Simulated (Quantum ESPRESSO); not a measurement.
# MoSe (P3m1) in Quantum ESPRESSO: notebook, part 2 of 2

Quantum ESPRESSO 7.5. The steps go on from the part before.

## (3) Phonons, vdW-DF-cx

pw.in reads:

```
&CONTROL
  calculation = 'scf'
  prefix = 'pwscf'
  outdir = './tmp'
  pseudo_dir = './pseudo'
  tprnfor = .true.
  tstress = .true.
  disk_io = 'low'
/
&SYSTEM
  ibrav = 0
  celldm(1) = 8
  nat = 2
  ntyp = 2
  ecutwfc = 86
  nbnd = 22
  input_dft = 'vdw-df-cx'
  occupations = 'smearing'
  smearing = 'fd'
  degauss = 0.00367493
/
&ELECTRONS
  conv_thr = 4d-10
  electron_maxstep = 120
  mixing_beta = 0.5
/
ATOMIC_SPECIES
Mo    95.9500 Mo.upf
Se    78.9710 Se.upf
CELL_PARAMETERS alat
  0.8198266380551   0.0000000000000   0.0000000000000
 -0.4099133202086   0.7099906959502   0.0000000000000
  0.0000000000000   0.0000000000000   1.0329231989550
ATOMIC_POSITIONS crystal
Mo     0.6666666700    0.3333333300    0.0254445500
Se     0.3333333300    0.6666666700    0.1184304700
K_POINTS automatic
4 4 2 0 0 1
```

relax.in reads:

```
&CONTROL
  calculation = 'vc-relax'
  prefix = 'pwscf'
  outdir = './tmp'
  pseudo_dir = './pseudo'
  tprnfor = .true.
  tstress = .true.
  disk_io = 'low'
  nstep = 40
  forc_conv_thr = 0.0001
  etot_conv_thr = 1d-06
/
&SYSTEM
  ibrav = 0
  celldm(1) = 8
  nat = 2
  ntyp = 2
  ecutwfc = 86
  nbnd = 22
  input_dft = 'vdw-df-cx'
  occupations = 'smearing'
  smearing = 'fd'
  degauss = 0.00367493
/
&ELECTRONS
  conv_thr = 4d-10
  electron_maxstep = 120
  mixing_beta = 0.5
/
&IONS
  ion_dynamics = 'bfgs'
/
&CELL
  cell_dynamics = 'bfgs'
  press = 0
  press_conv_thr = 0.2
/
ATOMIC_SPECIES
Mo    95.9500 Mo.upf
Se    78.9710 Se.upf
CELL_PARAMETERS alat
  0.8198266380551   0.0000000000000   0.0000000000000
 -0.4099133202086   0.7099906959502   0.0000000000000
  0.0000000000000   0.0000000000000   1.0329231989550
ATOMIC_POSITIONS crystal
Mo     0.6666666700    0.3333333300    0.0254445500
Se     0.3333333300    0.6666666700    0.1184304700
K_POINTS automatic
4 4 2 0 0 1
```

scf2.in reads:

```
&CONTROL
  calculation = 'scf'
  prefix = 'pwscf'
  outdir = './tmp'
  pseudo_dir = './pseudo'
  tprnfor = .true.
  tstress = .true.
  disk_io = 'low'
/
&SYSTEM
  ibrav = 0
  celldm(1) = 8
  nat = 2
  ntyp = 2
  ecutwfc = 86
  nbnd = 22
  input_dft = 'vdw-df-cx'
  occupations = 'smearing'
  smearing = 'fd'
  degauss = 0.00367493
/
&ELECTRONS
  conv_thr = 1d-13
  electron_maxstep = 120
  mixing_beta = 0.5
  startingpot = 'file'
  startingwfc = 'file'
/
ATOMIC_SPECIES
Mo    95.9500 Mo.upf
Se    78.9710 Se.upf
CELL_PARAMETERS alat
  0.7974588398073   0.0000000006628   0.0000000000000
 -0.3987294204776   0.6906196134142   0.0000000000000
  0.0000000000000   0.0000000000000   0.7868875098607
ATOMIC_POSITIONS crystal
Mo     0.6666666700    0.3333333300   -0.1780573695
Se     0.3333333367    0.6666666633    0.3219426305
K_POINTS automatic
4 4 2 0 0 1
```

ph.in reads:

```
phonons of MoSe
&INPUTPH
  prefix = 'pwscf'
  outdir = './tmp'
  tr2_ph = 1d-18
  fildyn = 'dyn'
  niter_ph = 90
  alpha_mix(1) = 0.4
/
0.0000000000 0.0000000000 0.0000000000
```

dynmat.in reads:

```
&INPUT
  fildyn = 'dyn'
  asr = 'crystal'
  filout = 'dynmat.disp'
  fileig = 'dynmat.eig'
/
```

Potentials or basis: PseudoDojo 0.4.1 SR PBE standard.

Launch:

```
OMP_NUM_THREADS=1 pw.x -in pw.in > pw.out
OMP_NUM_THREADS=1 pw.x -in relax.in > relax.out
OMP_NUM_THREADS=1 pw.x -in scf2.in > scf2.out
OMP_NUM_THREADS=1 ph.x -in ph.in > ph.out
OMP_NUM_THREADS=1 dynmat.x -in dynmat.in > dynmat.out
```

pw.out:

```text
This program is part of the open-source Quantum ESPRESSO suite
     for quantum simulation of materials; please cite
         "P. Giannozzi et al., J. Phys.:Condens. Matter 21 395502 (2009);
         "P. Giannozzi et al., J. Phys.:Condens. Matter 29 465901 (2017);
         "P. Giannozzi et al., J. Chem. Phys. 152 154105 (2020);
     in publications or presentations arising from this work. More details at

     IMPORTANT: XC functional enforced from input :
     Exchange-correlation= VDW-DF-CX
                           (   1   4  27   0   1   0   0)
     Any further DFT definition will be discarded
     Please, verify this is what you really want

     Message from routine setup:
     using ibrav=0 with symmetry is DISCOURAGED, use correct ibrav instead

     G-vector sticks info
     --------------------
     sticks:   dense  smooth     PW     G-vecs:    dense   smooth      PW
     Sum        1027    1027    295                33199    33199    4987

     Using Slab Decomposition

     bravais-lattice index     =            0
     lattice parameter (alat)  =       8.0000  a.u.
     unit-cell volume          =     307.8312 (a.u.)^3
     number of atoms/cell      =            2
     number of atomic types    =            2
     number of electrons       =        30.00
     number of Kohn-Sham states=           22
     kinetic-energy cutoff     =      86.0000  Ry
     charge density cutoff     =     344.0000  Ry
     scf convergence threshold =      4.0E-10
     mixing beta               =       0.5000
     number of iterations used =            8  plain     mixing
     Exchange-correlation= VDW-DF-CX
                           (   1   4  27   0   1   0   0)

     celldm(1)=   8.000000  celldm(2)=   0.000000  celldm(3)=   0.000000
     celldm(4)=   0.000000  celldm(5)=   0.000000  celldm(6)=   0.000000

     crystal axes: (cart. coord. in units of alat)
               a(1) = (   0.819827   0.000000   0.000000 )
               a(2) = (  -0.409913   0.709991   0.000000 )
               a(3) = (   0.000000   0.000000   1.032923 )

     reciprocal axes: (cart. coord. in units 2 pi/alat)
               b(1) = (  1.219770  0.704235 -0.000000 )
               b(2) = (  0.000000  1.408469  0.000000 )
               b(3) = (  0.000000 -0.000000  0.968126 )

     PseudoPot. # 1 for Mo read from file:
     Mo.upf
     Pseudo is Norm-conserving + core correction, Zval = 14.0
     Generated using ONCVPSP code by D. R. Hamann
     Using radial grid of 1640 points,  6 beta functions with:
                l(1) =   0
                l(2) =   0
                l(3) =   1
[... 68 lines left out ...]
     %    use with input_dft = 'vdW-DF-cx0'    and 'vdW-DF-ahcx'            %
     %  * Unscreened and range-separated hybrid vdW-DF2-b86r functionals    %
     %    DOI: 10.1063/1.4986522 and DOI: 10.1103/PhysRevX.12.041003        %
     %    use with input_dft = 'vdW-DF2-br0' and 'vdW-DF2-ahbr'             %
     %                                                                      %
     %%%%%%%%%%%%%%%%%%%%%%%%%%%%%%%%%%%%%%%%%%%%%%%%%%%%%%%%%%%%%%%%%%%%%%%%

     Starting wfcs are   19 randomized atomic wfcs +    3 random wfcs

     Self-consistent Calculation

     iteration #  1     ecut=    86.00 Ry     beta= 0.50
     Davidson diagonalization with overlap
     ethr =  1.00E-02,  avg # of iterations =  5.8

     Threshold (ethr) on eigenvalues was too large:
     Diagonalizing with lowered threshold

     Davidson diagonalization with overlap
     ethr =  4.44E-04,  avg # of iterations =  2.0

     total energy              =    -382.06256700 Ry
     estimated scf accuracy    <       0.13937673 Ry
[... 57 lines left out ...]
     iteration # 10     ecut=    86.00 Ry     beta= 0.50
     Davidson diagonalization with overlap
     ethr =  6.46E-12,  avg # of iterations =  2.0

     End of self-consistent calculation

          k = 0.0000 0.0000 0.2420 (  4140 PWs)   bands (ev):

   -48.8321 -37.3042 -37.3042 -37.1801 -37.1666 -37.1666 -23.3558 -23.3558
   -22.8521  -4.0293   4.9769   4.9769   6.3009  11.1051  11.3150  11.3150
    16.0550  18.2597  19.5619  19.5619  22.2714  23.2127

          k = 0.0000 0.3521 0.2420 (  4141 PWs)   bands (ev):

   -48.8237 -37.2971 -37.2800 -37.1867 -37.1669 -37.1668 -23.5612 -23.4101
   -22.8332  -3.3250   4.7311   6.0417   6.4153  10.4714  11.0449  12.6584
    15.4812  16.9342  17.1007  19.2844  20.0381  22.7351

          k = 0.0000-0.7042 0.2420 (  4148 PWs)   bands (ev):

   -48.8154 -37.2901 -37.2492 -37.1990 -37.1677 -37.1671 -23.7591 -23.4640
   -22.8154  -2.6649   4.9380   6.9807   7.5130  10.7335  11.0877  11.2058
    13.7109  13.7685  16.5045  19.2014  22.1130  22.9094

          k = 0.3049 0.5282 0.2420 (  4149 PWs)   bands (ev):

   -48.8154 -37.2893 -37.2512 -37.1974 -37.1681 -37.1671 -23.7071 -23.5187
   -22.8152  -2.6260   5.5349   6.1406   7.4408  10.3540  10.8966  11.2033
    13.8768  15.0901  16.8108  19.1744  20.9095  22.9626

          k = 0.0000-0.3521 0.2420 (  4141 PWs)   bands (ev):

   -48.8237 -37.2971 -37.2800 -37.1867 -37.1669 -37.1668 -23.5612 -23.4101
   -22.8332  -3.3260   4.7867   6.0338   6.3260  10.6490  11.0666  12.4382
    15.5030  16.8152  16.9669  19.0815  21.3042  23.0728

     the Fermi energy is    11.1570 ev

!    total energy              =    -382.09085274 Ry
     estimated scf accuracy    <          2.0E-10 Ry
     smearing contrib. (-TS)   =      -0.00465565 Ry
     internal energy E=F+TS    =    -382.08619708 Ry

     The total energy is F=E-TS. E is the sum of the following terms:
     one-electron contribution =    -258.72460713 Ry
     hartree contribution      =     137.68188985 Ry
     xc contribution           =     -69.18906977 Ry
     ewald contribution        =    -191.85441004 Ry

     convergence has been achieved in  10 iterations

     Forces acting on atoms (cartesian axes, Ry/au):

     atom    1 type  1   force =     0.00000000    0.00000000   -0.21764988
     atom    2 type  2   force =     0.00000000    0.00000000    0.21764988

     Total force =     0.307803     Total SCF correction =     0.000023

     Computing stress (Cartesian axis) and pressure

          total   stress  (Ry/bohr**3)                   (kbar)     P=      682.14
   0.00688348   0.00000000   0.00000000         1012.59        0.00        0.00
   0.00000000   0.00688348   0.00000000            0.00     1012.59        0.00
   0.00000000   0.00000000   0.00014437            0.00        0.00       21.24

=------------------------------------------------------------------------------=
   JOB DONE.
=------------------------------------------------------------------------------=
```

relax.out:

```text
This program is part of the open-source Quantum ESPRESSO suite
     for quantum simulation of materials; please cite
         "P. Giannozzi et al., J. Phys.:Condens. Matter 21 395502 (2009);
         "P. Giannozzi et al., J. Phys.:Condens. Matter 29 465901 (2017);
         "P. Giannozzi et al., J. Chem. Phys. 152 154105 (2020);
[... 427 lines left out ...]
   0.00000000   0.00000018  -0.00000000            0.00        0.03       -0.00
   0.00000000  -0.00000000  -0.00000022            0.00       -0.00       -0.03

=------------------------------------------------------------------------------=
   JOB DONE.
=------------------------------------------------------------------------------=
```

Wall time 8 min (1 thread of Arm Neoverse V2, shared host); peak memory 0.17 GiB.

What came out:

* Free energy: -5205.2466 eV
* Relaxed volume: 16.44 Å³/atom
* Relaxed cell: a = 3.376 Å, b = 3.376 Å, c = 3.331 Å, α = 90.00°, β = 90.00°, γ = 120.00°
* Space group after relaxing (to 0.05 Å): P-6m2 (No. 187)
* Pressure after relaxing: 0.0 GPa
* Band gap on the k mesh: none (metal or under the smearing width)
* Highest phonon frequency at Γ: 199 cm⁻¹

Step by step:
```csv
step,energy change (eV),largest force (eV/Å),pressure (GPa),volume (Å³)
1,0.0000,5.5960,68.21,45.62
2,-3.8012,0.9639,-5.60,59.72
3,-3.8968,1.1067,-4.32,58.13
4,-3.9973,1.1636,-3.53,56.56
5,-4.1389,1.1046,-3.00,54.43
6,-4.3309,0.9774,-2.58,51.51
7,-4.6193,1.0580,-1.92,47.43
8,-5.1307,1.8137,0.46,41.60
9,-5.6483,2.9479,18.70,33.52
10,-5.8325,2.2792,8.33,34.95
11,-6.0403,1.7689,4.13,34.78
12,-6.2474,0.9345,-1.69,34.93
13,-6.3338,0.2086,-5.39,35.25
14,-6.3675,0.0335,-6.14,35.29
15,-6.4241,0.3356,-6.35,35.16
16,-6.4958,0.5253,-5.73,34.79
17,-6.5989,0.3400,-3.58,33.89
18,-6.6182,0.0259,1.47,32.40
19,-6.6357,0.0381,-0.85,33.02
20,-6.6364,0.0359,-0.20,32.91
21,-6.6365,0.0033,-0.01,32.88
22,-6.6365,0.0001,0.00,32.88
```

Final structure:
```yaml
crystal:
  lattice:
    - [3.37598, 0.00000, 0.00000]
    - [-1.68799, 2.92368, 0.00000]
    - [0.00000, 0.00000, 3.33122]
  atoms:
    - { symbol: Mo, position: [0.66667, 0.33333, 0.82194] }
    - { symbol: Se, position: [0.33333, 0.66667, 0.32193] }
```

Phonon frequencies in cm⁻¹ (negative: imaginary):
| q point | frequencies |
| --- | --- |
| (0.000, 0.000, 0.000) | -7 -2 -2 191 191 199 |

Caveat: the k mesh is coarse (spacing up to 0.72 Å⁻¹), so the values aren't converged; the mesh is thin for the phonons of a metal; the potentials were made for another functional, which shifts forces and pressure; the volume moved by over 15 % at a fixed basis, so the end points are rough; the cell relaxed to another space group than the one typed.
